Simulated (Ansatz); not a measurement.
**GeH₆O₄Si: how energies converge with the basis set**

The task here is to estimate one member of a computed series from the others.

Computed with Ansatz 0.2.0, Gaussian basis. Level: one geometry, several basis sets.

Plan: PBE0-D4/def2-SVP; ωB97M-V/def2-SVP; PBE0-D4/def2-QZVPP; ωB97M-V/def2-QZVPP; the functionals' def2-TZVPP values are taken from earlier runs.

### The relaxed structure

The geometry comes from an earlier relaxation with PBE0-D4 in a triple-zeta def2 set; it is a stationary point, not always the lowest conformer.

12 atoms, charge 0, spin multiplicity 1.

Atoms are counted from 1 here; the program's logs count them from 0.

Bond lengths: O1–Si2 1.632 Å, O1–H7 0.958 Å, Si2–O3 1.634 Å, Si2–O4 1.635 Å, Si2–O5 1.617 Å, O3–H8 0.958 Å, O4–H9 0.958 Å, O5–Ge6 1.783 Å, Ge6–H10 1.534 Å, Ge6–H11 1.535 Å, Ge6–H12 1.535 Å. Angles: Si2–O1–H7 116.3°, O1–Si2–O3 106.7°, O1–Si2–O4 106.0°, O1–Si2–O5 115.2°, O3–Si2–O4 114.8°, O3–Si2–O5 105.8°, O4–Si2–O5 108.6°, Si2–O3–H8 116.9°, Si2–O4–H9 116.5°, Si2–O5–Ge6 131.2°, O5–Ge6–H10 104.9°, O5–Ge6–H11 109.1°, O5–Ge6–H12 108.1°, H10–Ge6–H11 111.5°, H10–Ge6–H12 111.4°, H11–Ge6–H12 111.6°.

As a file:

```xyz
12
GeH6O4Si
O    -1.8937   -0.8645   -0.5300
Si   -0.7535   -0.2914    0.4873
O     0.2569   -1.5346    0.8097
O    -1.5598    0.2908    1.7846
O     0.1755    0.8869   -0.1150
Ge    1.6656    0.8251   -1.0926
H    -2.7224   -0.3843   -0.5534
H    -0.1432   -2.3938    0.9482
H    -1.0907    0.9215    2.3320
H     1.7642    2.2080   -1.7495
H     1.5318   -0.2882   -2.1413
H     2.8464    0.5696   -0.1460
```

The first run:

Contents of in.yaml:

```yaml
crystal:
  periodic: [false, false, false]
  atoms:
    - {symbol: O, position_ang: [-1.893729, -0.864539, -0.529983]}
    - {symbol: Si, position_ang: [-0.753543, -0.291443, 0.487332]}
    - {symbol: O, position_ang: [0.256915, -1.534632, 0.809678]}
    - {symbol: O, position_ang: [-1.559812, 0.290767, 1.784606]}
    - {symbol: O, position_ang: [0.175497, 0.886920, -0.114978]}
    - {symbol: Ge, position_ang: [1.665590, 0.825099, -1.092634]}
    - {symbol: H, position_ang: [-2.722362, -0.384317, -0.553445]}
    - {symbol: H, position_ang: [-0.143213, -2.393848, 0.948242]}
    - {symbol: H, position_ang: [-1.090674, 0.921490, 2.331974]}
    - {symbol: H, position_ang: [1.764173, 2.208012, -1.749522]}
    - {symbol: H, position_ang: [1.531759, -0.288239, -2.141295]}
    - {symbol: H, position_ang: [2.846399, 0.569630, -0.145974]}
basis:
  gaussian: {orbitals: def2-SVP}
hamiltonian: {xc: pbe0, dispersion: d4}
output: {orbitals: {seedname: orbitals}}
```

Started as:

```sh
> ansatz run in.yaml --threads 4 --pin off --events-out ev --progress --plain --max-ram 11315MiB
```

Among the steps run: PBE0-D4 in def2-SVP; ωB97M-V in def2-SVP; PBE0-D4 in def2-QZVPP; ωB97M-V in def2-QZVPP.

One of the session's tables, all rows but one given; the rest of the session is left out.

It belongs to the step «Functionals by basis». 

```
functional       basis  HOMO (eV)  LUMO (eV)
   PBE0-D4    def2-SVP      -8.47       0.47
   PBE0-D4  def2-TZVPP      -8.66       0.10
   PBE0-D4  def2-QZVPP      -8.70      -0.21
   ωB97M-V    def2-SVP     -10.80       2.29
   ωB97M-V  def2-TZVPP          ?          ?
   ωB97M-V  def2-QZVPP     -11.05       1.16
```

**Question.** Estimate the row for ωB97M-V, def2-TZVPP.

As computed: HOMO (eV): -11.01; LUMO (eV): 1.74. In the column «HOMO (eV)» it lies between ωB97M-V, def2-QZVPP (-11.05) and ωB97M-V, def2-SVP (-10.80).
